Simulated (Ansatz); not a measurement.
# C6H3ClGe: the cost of one run

Computed with Ansatz 0.2.0, Gaussian basis. Level: the settings change from run to run.

## 1. The geometry

The geometry comes from an earlier relaxation with PBE0-D4 in a triple-zeta def2 set; it is a stationary point, not always the lowest conformer.

SMILES `C#[C][Ge]([Cl])([C]#C)[C]#C`, 11 atoms, charge 0, spin multiplicity 1.

Atoms are counted from 1 here; the program's logs count them from 0.

Bond lengths: C1–C2 1.203 Å, C1–H9 1.066 Å, C2–Ge3 1.884 Å, Ge3–Cl4 2.140 Å, Ge3–C5 1.884 Å, Ge3–C7 1.884 Å, C5–C6 1.203 Å, C6–H10 1.066 Å, C7–C8 1.203 Å, C8–H11 1.066 Å. Angles: C2–C1–H9 180.0°, C1–C2–Ge3 179.8°, C2–Ge3–Cl4 108.2°, C2–Ge3–C5 110.7°, C2–Ge3–C7 110.7°, Cl4–Ge3–C5 108.2°, Cl4–Ge3–C7 108.2°, C5–Ge3–C7 110.7°, Ge3–C5–C6 179.7°, C5–C6–H10 180.0°, Ge3–C7–C8 179.7°, C7–C8–H11 180.0°.

Geometry (Å):

```tsv
atom	x (Å)	y (Å)	z (Å)
C1	-0.3823	-0.2643	2.9217
C2	-0.4402	-0.1008	1.7309
Ge3	-0.5353	0.1575	-0.1328
Cl4	-2.5296	0.7575	-0.6251
C5	0.6424	1.5241	-0.6754
C6	1.3907	2.4007	-1.0215
C7	-0.1599	-1.4467	-1.0464
C8	0.0746	-2.4722	-1.6308
H9	-0.3311	-0.4093	3.9767
H10	2.0537	3.1772	-1.3283
H11	0.2825	-3.3807	-2.1486
```

## 2. revPBE0/def2-mTZVP

Options: atoms shaken by 0.08 Å, the search for lower states set to full.

in.yaml

```yaml
crystal:
  periodic: [false, false, false]
  atoms:
    - {symbol: C, position_ang: [-0.324969, -0.291518, 2.825328]}
    - {symbol: C, position_ang: [-0.556848, -0.084948, 1.915887]}
    - {symbol: Ge, position_ang: [-0.493003, 0.103942, -0.218241]}
    - {symbol: Cl, position_ang: [-2.502753, 0.709041, -0.593054]}
    - {symbol: C, position_ang: [0.649101, 1.507953, -0.772442]}
    - {symbol: C, position_ang: [1.363836, 2.425771, -0.876627]}
    - {symbol: C, position_ang: [-0.038872, -1.467208, -1.023054]}
    - {symbol: C, position_ang: [0.046774, -2.409569, -1.576368]}
    - {symbol: H, position_ang: [-0.223267, -0.508227, 4.060666]}
    - {symbol: H, position_ang: [2.088829, 3.305561, -1.252289]}
    - {symbol: H, position_ang: [0.299524, -3.466088, -2.091686]}
basis:
  gaussian: {orbitals: def2-mTZVP}
hamiltonian: {xc: {name: revPBE0}}
scf: {lower_state_search: full}
output: {forces: true}
```

On the command line:

```
$ ansatz run in.yaml --threads 4 --pin off --events-out ev --progress --plain --max-ram 11315MiB
```

Q: Estimate wall time and peak memory on 4 threads of Arm Neoverse V1, shared host.

About 5.5 s, with a peak of 0.57 GiB.
